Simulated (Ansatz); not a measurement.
CH4AlNO, SMILES N=[CH][AlH][OH]: an atomisation energy, run with Ansatz 0.2.0, Python API.

`run_tae.py`:
```python
"""Energy to split CH4AlNO into its atoms."""

from collections import Counter

import ansatz as az
from ase import Atoms

BASIS_SET = "cc-pVDZ"
FUNCTIONAL = "pbe0"


def energy_of(molecule, charge=0, unpaired=0):
    calc = molecule.calculation().basis(gaussian=BASIS_SET).functional(FUNCTIONAL)
    if charge:
        calc = calc.charge(charge)
    if unpaired:
        calc = calc.spin("collinear", total=unpaired)
    report = calc.run(threads=1, pin="off").report
    if report["published_state_doubts"]:
        print("  doubts:", report["published_state_doubts"])
    return report["free_energy_ev"]

atoms = Atoms(["N", "C", "Al", "O", "H", "H", "H", "H"], positions=[
    [-1.1952, 1.3875, 0.3114],
    [0.0189, 1.2491, 0.1976],
    [0.7502, -0.5041, -0.3061],
    [-0.2563, -1.9167, -0.619],
    [-1.909, 0.659, 0.1105],
    [0.6986, 2.0945, 0.3843],
    [2.3922, -0.6867, -0.3973],
    [-0.4072, -2.3397, 0.2627],
])
system = az.Crystal.molecule_from_ase(atoms)

# Hund ground states
unpaired = {"N": 3, "C": 2, "Al": 1, "O": 2, "H": 1}
counts = Counter(site.symbol for site in system.cartesian_sites)
atom_energy = {s: energy_of(az.Crystal.molecule().atom(s, (0, 0, 0)), 0, unpaired[s]) for s in counts}
whole = energy_of(system, 0, 0)
for s, e in atom_energy.items():
    print(f"{s:2s} x{counts[s]}  {e:14.5f} eV")
print(f"CH4AlNO: {whole:.5f} eV")
split = sum(counts[s] * e for s, e in atom_energy.items()) - whole
print(f"atomisation energy (no zero-point term): {23.060548 * split:.1f} kcal/mol, {split / sum(counts.values()):.3f} eV an atom")
```

What does it cost to take this molecule apart into atoms?

646.1 kcal/mol from the electronic energies, without the zero-point term.

The run itself:

Running `python run_tae.py` prints:
```text
N  x1     -1483.85724 eV
C  x1     -1028.56355 eV
Al x1     -6591.85542 eV
O  x1     -2040.66463 eV
H  x4       -13.61358 eV
CH4AlNO: -11227.41282 eV
atomisation energy (no zero-point term): 646.1 kcal/mol, 3.502 eV an atom
```

What to keep in mind:
- Total energies depend on the basis set; only differences at equal settings carry meaning.
- The geometry is a force-field or estimated start, not a minimum of this method, and the basis set is short of its limit. All parts are taken at fixed geometry, without zero-point energy.
- For Al to Cl the sets with a tight d function, cc-pV(X+d)Z, are usual.
- It ran for 2 s on 1 thread of Intel(R) Xeon(R) Processor @ 2.30GHz, on a shared host, peak memory 0.25 GiB.
